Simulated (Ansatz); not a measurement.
**CH6AlBS: how energies converge with the basis set**

How large a basis does CH6AlBS need? Two functionals are run in growing sets.

The runs use Ansatz 0.2.0, Gaussian basis; one geometry, several basis sets.

The runs, in order: PBE0-D4/def2-SVP; ωB97M-V/def2-SVP; PBE0-D4/def2-QZVPP; ωB97M-V/def2-QZVPP; the functionals' def2-TZVPP values are taken from earlier runs.

**1. The relaxed structure**

An earlier PBE0-D4 in a triple-zeta def2 set relaxation fixed the geometry.

10 atoms, charge 0, spin multiplicity 1.

Atoms are counted from 1 here; the program's logs count them from 0.

Bond lengths: C1–Al2 1.958 Å, C1–H5 1.096 Å, C1–H6 1.095 Å, C1–H7 1.092 Å, Al2–B3 2.117 Å, Al2–H8 1.597 Å, B3–S4 1.769 Å, B3–H9 1.201 Å, S4–H10 1.346 Å. Angles: Al2–C1–H5 110.0°, Al2–C1–H6 110.8°, Al2–C1–H7 113.8°, H5–C1–H6 106.1°, H5–C1–H7 107.7°, H6–C1–H7 108.2°, C1–Al2–B3 122.5°, C1–Al2–H8 117.9°, B3–Al2–H8 119.7°, Al2–B3–S4 126.7°, Al2–B3–H9 123.9°, S4–B3–H9 109.5°, B3–S4–H10 102.3°.

**2. PBE0-D4 in def2-SVP**

File in.yaml:

```yaml
crystal:
  periodic: [false, false, false]
  atoms:
    - {symbol: C, position_ang: [-1.000019, 1.553491, -0.003023]}
    - {symbol: Al, position_ang: [0.650643, 0.507866, -0.120708]}
    - {symbol: B, position_ang: [0.821213, -1.440550, 0.688763]}
    - {symbol: S, position_ang: [0.454102, -2.962888, -0.134711]}
    - {symbol: H, position_ang: [-1.415034, 1.712236, -1.005198]}
    - {symbol: H, position_ang: [-0.799946, 2.550186, 0.404208]}
    - {symbol: H, position_ang: [-1.774777, 1.085244, 0.607515]}
    - {symbol: H, position_ang: [1.891840, 1.156053, -0.888545]}
    - {symbol: H, position_ang: [1.184321, -1.669905, 1.809837]}
    - {symbol: H, position_ang: [0.070961, -2.542935, -1.355239]}
basis:
  gaussian: {orbitals: def2-SVP}
hamiltonian: {xc: pbe0, dispersion: d4}
output: {orbitals: {seedname: orbitals}}
```

Launch:

```bash
$ ansatz run in.yaml --threads 2 --pin off --events-out ev --progress --plain --max-ram 4352MiB
```

Further steps of the session: ωB97M-V in def2-SVP; PBE0-D4 in def2-QZVPP; ωB97M-V in def2-QZVPP.

Before running them: what should the planned runs give, taken together? Wanted: PBE0-D4: double and triple zeta above quadruple; ωB97M-V: double and triple zeta above quadruple.

The runs gave:

```
                                       quantity          value
PBE0-D4: double and triple zeta above quadruple  8.65, 0.64 eV
ωB97M-V: double and triple zeta above quadruple  8.75, 0.62 eV
```

In words: For PBE0-D4 the step from double to triple zeta gains 8.01 eV and the next only 0.64 eV. These are total energies; as a rule much of such shifts cancels in differences, which this series doesn't test.
